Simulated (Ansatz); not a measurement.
# Alloy of ZnGeP2 and CdGeP2 (10 of 16 Zn sites exchanged), 64 atoms

Aim: relax the alloy cell and compare the gap by PBEsol and HSE06.

Method: density functional theory in Ansatz 0.2.0, PAW datasets, plane waves.

## Step 1: The starting cell

64 atoms (6 Zn, 10 Cd, 16 Ge, 32 P); a = 11.207 Å, b = 11.207 Å, c = 10.789 Å, α = 90.00°, β = 90.00°, γ = 90.00°. All atoms were shaken off their sites by about 0.02 Å along each axis.

Steps to follow: (2) PBEsol cell relaxation at the single k point (¼, ¼, ¼), on 1 × NVIDIA GB200 with 8 threads of Arm Neoverse-V2; (3) HSE06 single point at the Γ point alone, on 1 × NVIDIA GB200 with 8 threads of Arm Neoverse-V2.

## Step 2: Relaxing cell and atoms with PBEsol

File in.yaml:

```yaml
crystal:
  lattice:
    - [11.207018, -0.000483, -0.000170]
    - [-0.000483, 11.207018, -0.000170]
    - [-0.000161, -0.000161, 10.788722]
  atoms:
    - { symbol: Zn, position: [0.000309, 0.999885, 0.000330] }
    - { symbol: Zn, position: [0.500517, 0.002750, 0.000679] }
    - { symbol: Zn, position: [0.497944, 0.749830, 0.249890] }
    - { symbol: Zn, position: [0.250653, 0.501208, 0.749804] }
    - { symbol: Zn, position: [0.247968, 0.751515, 0.501895] }
    - { symbol: Zn, position: [0.751710, 0.748888, 0.498408] }
    - { symbol: Cd, position: [0.996856, 0.500519, 0.002155] }
    - { symbol: Cd, position: [0.499997, 0.498194, 0.001279] }
    - { symbol: Cd, position: [0.001502, 0.251159, 0.253137] }
    - { symbol: Cd, position: [0.000730, 0.752055, 0.247295] }
    - { symbol: Cd, position: [0.500285, 0.249748, 0.250407] }
    - { symbol: Cd, position: [0.249658, 0.000247, 0.749199] }
    - { symbol: Cd, position: [0.748070, 0.002155, 0.752215] }
    - { symbol: Cd, position: [0.749639, 0.501195, 0.747112] }
    - { symbol: Cd, position: [0.250279, 0.250759, 0.503209] }
    - { symbol: Cd, position: [0.752664, 0.248772, 0.499722] }
    - { symbol: Ge, position: [0.002104, 0.002518, 0.499884] }
    - { symbol: Ge, position: [0.000528, 0.496986, 0.503743] }
    - { symbol: Ge, position: [0.500665, 0.996812, 0.500542] }
    - { symbol: Ge, position: [0.498746, 0.501436, 0.499659] }
    - { symbol: Ge, position: [0.250755, 0.998476, 0.250029] }
    - { symbol: Ge, position: [0.250517, 0.500775, 0.249683] }
    - { symbol: Ge, position: [0.748759, 0.999768, 0.247632] }
    - { symbol: Ge, position: [0.749488, 0.499630, 0.246572] }
    - { symbol: Ge, position: [0.250134, 0.249768, 0.999766] }
    - { symbol: Ge, position: [0.249278, 0.748285, 0.000087] }
    - { symbol: Ge, position: [0.748102, 0.251485, 0.001133] }
    - { symbol: Ge, position: [0.748718, 0.751179, 0.005388] }
    - { symbol: Ge, position: [0.000862, 0.252688, 0.751434] }
    - { symbol: Ge, position: [0.000634, 0.752549, 0.750847] }
    - { symbol: Ge, position: [0.498240, 0.252259, 0.750219] }
    - { symbol: Ge, position: [0.497709, 0.746446, 0.749643] }
    - { symbol: P, position: [0.136452, 0.124870, 0.120743] }
    - { symbol: P, position: [0.132154, 0.625514, 0.124937] }
    - { symbol: P, position: [0.637214, 0.124949, 0.120055] }
    - { symbol: P, position: [0.631376, 0.622482, 0.125012] }
    - { symbol: P, position: [0.117250, 0.127369, 0.623434] }
    - { symbol: P, position: [0.116209, 0.626924, 0.622953] }
    - { symbol: P, position: [0.616240, 0.127694, 0.620856] }
    - { symbol: P, position: [0.612734, 0.625465, 0.626600] }
    - { symbol: P, position: [0.364228, 0.377828, 0.121525] }
    - { symbol: P, position: [0.363599, 0.872050, 0.126050] }
    - { symbol: P, position: [0.867106, 0.374660, 0.125042] }
    - { symbol: P, position: [0.863974, 0.874120, 0.126999] }
    - { symbol: P, position: [0.377592, 0.116857, 0.376483] }
    - { symbol: P, position: [0.376981, 0.616252, 0.374252] }
    - { symbol: P, position: [0.871669, 0.116583, 0.374999] }
    - { symbol: P, position: [0.873141, 0.612114, 0.378276] }
    - { symbol: P, position: [0.125828, 0.386915, 0.374566] }
    - { symbol: P, position: [0.125735, 0.884510, 0.371371] }
    - { symbol: P, position: [0.621230, 0.382287, 0.373742] }
    - { symbol: P, position: [0.626367, 0.888631, 0.377818] }
    - { symbol: P, position: [0.124716, 0.365373, 0.875701] }
    - { symbol: P, position: [0.125758, 0.864589, 0.873405] }
    - { symbol: P, position: [0.627741, 0.361404, 0.876290] }
    - { symbol: P, position: [0.624787, 0.868574, 0.875203] }
    - { symbol: P, position: [0.385387, 0.375152, 0.626739] }
    - { symbol: P, position: [0.385510, 0.875022, 0.625730] }
    - { symbol: P, position: [0.883332, 0.374982, 0.622926] }
    - { symbol: P, position: [0.885139, 0.872405, 0.626418] }
    - { symbol: P, position: [0.373084, 0.135571, 0.876414] }
    - { symbol: P, position: [0.377298, 0.634236, 0.873511] }
    - { symbol: P, position: [0.878245, 0.133349, 0.876058] }
    - { symbol: P, position: [0.876765, 0.634724, 0.873617] }
  symmetry: { detect: false }
kpoints:
  mp_grid: { grid: [1, 1, 1], shift: [0.25, 0.25, 0.25] }
hamiltonian:
  xc: pbesol
scf:
  occupations: { method: fermi_dirac, width: 0.01 }
relax:
  f_tol: 0.03
  max_steps: 80
  escape_saddle: false
  adjacent_minimum: "off"
  cell: { fix: [alpha, beta, gamma] }
output:
  forces: true
  eigenvalues: true
  populations: true
```

Command:

```sh
> ansatz run in.yaml --threads 8 --pin off --max-ram 118750MiB --runs-dir r --events-out ev --progress --plain --backend cuda --devices 0, --max-vram 170GiB
```

The runs that follow: Single point with HSE06.

Q: Predict the outcome of this session. Wanted: for each run, top filled to lowest empty.

The runs gave:

| level | time | k points | top filled to lowest empty (eV) |
| --- | --- | --- | --- |
| PBEsol, relaxation | 7.8 s (GPU) | (¼, ¼, ¼) | 1.41 |
| HSE06 | 22 s (GPU) | Γ | 1.90 |

| quantity | value |
| --- | --- |
| relaxation | 6 recorded steps, 1.90 eV gained |
| largest shift | 0.17 Å (P36) |
| relaxed cell | a = 11.194 Å, b = 11.201 Å, c = 10.813 Å, α = 90.00°, β = 90.00°, γ = 90.00° |
| mean bonds | Cd–P 2.521, Ge–P 2.336, P–Zn 2.369 Å |

**What this shows.** The relaxation lowers the energy by 1.90 eV; the largest shift is 0.17 Å (P36), while the volume changes by +0.1 %. The mean lengths of the listed bonds run from Ge–P 2.34 Å to Cd–P 2.52 Å. The relaxation ran on other k points, so part of any difference from the later rows can come from the mesh. Spin–orbit coupling is left out, which matters for the band edges of the heavier elements here. With one k point the spacing samples only the states that fold onto it, so it can exceed the gap over the zone.
